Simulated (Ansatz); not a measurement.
# TaCl₄F: how energies converge with the basis set

One table from this session's results is given with a row withheld; the runs are named, their logs left out.

The runs use Ansatz 0.2.0, Gaussian basis; one geometry, several basis sets.

Plan: PBE0-D4/def2-SVP; ωB97M-V/def2-SVP; PBE0-D4/def2-QZVPP; ωB97M-V/def2-QZVPP; the functionals' def2-TZVPP values are taken from earlier runs.

### The geometry

The geometry comes from an earlier relaxation with PBE0-D4 in a triple-zeta def2 set; it is a stationary point. Ta takes the def2 core potential; no spin-orbit term is included.

SMILES `[F][Ta]([Cl])([Cl])([Cl])[Cl]`, 6 atoms, charge 0, spin multiplicity 1.

Atoms are counted from 1 here; the program's logs count them from 0.

Bond lengths: F1–Ta2 1.848 Å, Ta2–Cl3 2.320 Å, Ta2–Cl4 2.271 Å, Ta2–Cl5 2.320 Å, Ta2–Cl6 2.271 Å. Angles: F1–Ta2–Cl3 87.3°, F1–Ta2–Cl4 122.0°, F1–Ta2–Cl5 87.3°, F1–Ta2–Cl6 122.0°, Cl3–Ta2–Cl4 91.4°, Cl3–Ta2–Cl5 174.6°, Cl3–Ta2–Cl6 91.4°, Cl4–Ta2–Cl5 91.4°, Cl4–Ta2–Cl6 116.0°, Cl5–Ta2–Cl6 91.4°.

Geometry (Å):

```mol
Cl4FTa
  3D, bonds by distance, orders not assigned

  6  5  0  0  0  0  0  0  0  0999 V2000
   -0.8344    0.1405   -1.7097 F   0  0
   -0.0178   -0.0062   -0.0579 Ta  0  0
   -2.0612   -0.7330    0.7647 Cl  0  0
    0.9991   -1.9219    0.6146 Cl  0  0
    1.9284    0.7383   -1.0769 Cl  0  0
    0.0278    1.7182    1.4188 Cl  0  0
  1  2  8  0
  2  3  8  0
  2  4  8  0
  2  5  8  0
  2  6  8  0
M  END
```

The first run:

File in.yaml:

```yaml
crystal:
  periodic: [false, false, false]
  atoms:
    - {symbol: F, position_ang: [-0.834356, 0.140538, -1.709654]}
    - {symbol: Ta, position_ang: [-0.017785, -0.006227, -0.057920]}
    - {symbol: Cl, position_ang: [-2.061174, -0.733045, 0.764722]}
    - {symbol: Cl, position_ang: [0.999141, -1.921934, 0.614646]}
    - {symbol: Cl, position_ang: [1.928436, 0.738328, -1.076890]}
    - {symbol: Cl, position_ang: [0.027837, 1.718242, 1.418796]}
basis:
  gaussian: {orbitals: def2-SVP}
hamiltonian: {xc: pbe0, dispersion: d4}
output: {orbitals: {seedname: orbitals}}
```

On the command line:

```
> ansatz run in.yaml --threads 4 --pin off --events-out ev --progress --plain --max-ram 11315MiB
```

Steps of the session up to this table: PBE0-D4 in def2-SVP; ωB97M-V in def2-SVP; PBE0-D4 in def2-QZVPP; ωB97M-V in def2-QZVPP.

One of the session's tables, all rows but one given; the rest of the session is left out.

It belongs to the step «Functionals by basis». 

```
functional       basis  HOMO (eV)  LUMO (eV)
   PBE0-D4    def2-SVP      -9.37      -3.86
   PBE0-D4  def2-TZVPP          ?          ?
   PBE0-D4  def2-QZVPP      -9.33      -3.79
   ωB97M-V    def2-SVP     -11.51      -1.80
   ωB97M-V  def2-TZVPP     -11.50      -1.74
   ωB97M-V  def2-QZVPP     -11.53      -1.79
```

Q: Estimate the row for PBE0-D4, def2-TZVPP from the others.

As computed: HOMO (eV): -9.32; LUMO (eV): -3.76. In the column «HOMO (eV)» it is the highest.
